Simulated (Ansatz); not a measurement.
# Ir: the cost of one run

Computed with Ansatz 0.2.0 (DFT PBE, scalar-relativistic, plane waves, PAW, unless a step's input says otherwise).

3 further runs of the same task are left out: 3 that didn't finish.

## 1. Starting point

The structure is cubic, space group Fm-3m (No. 225). Conventional cell: a = 3.839 Å, b = 3.839 Å, c = 3.839 Å, α = 90.00°, β = 90.00°, γ = 90.00°. Around Ir (site symmetry m-3m) lie 12 Ir at 2.71 Å.

Structure file:

```cif
data_structure
_symmetry_space_group_name_H-M 'P 1'
_symmetry_Int_Tables_number 1
_cell_length_a 2.7149
_cell_length_b 2.7149
_cell_length_c 2.7149
_cell_angle_alpha 60.000
_cell_angle_beta 60.000
_cell_angle_gamma 60.000
_cell_volume 14.15
loop_
_atom_site_label
_atom_site_type_symbol
_atom_site_fract_x
_atom_site_fract_y
_atom_site_fract_z
_atom_site_occupancy
Ir1 Ir 0.00000 0.00000 0.00000 1
```

No relaxation comes first: the listed cell is the starting point.

## 2. The undisturbed cell

Input file input.yaml:

```yaml
crystal:
  lattice:
    - [0.0, 1.9197, 1.9197]
    - [1.9197, 0.0, 1.9197]
    - [1.9197, 1.9197, 0.0]
  atoms:
    - { symbol: Ir, position: [0.0, 0.0, 0.0] }
basis:
  ecutwfc: 420
kpoints:
  mp_grid: { grid: [24, 24, 24] }
hamiltonian:
  xc: pbe
scf:
  occupations: { method: gaussian, width: 0.15 }
output:
  forces: true
  stress: true
  eigenvalues: true
```

Run with:

```
> ansatz run input.yaml --threads 1 --pin off --max-ram 1228MiB --backend cpu --events-out ev --progress --plain --runs-dir out
```

Q: Estimate wall time and peak memory on 1 thread of an Arm CPU, shared host.

About 4.3 s, with a peak of 0.34 GiB.
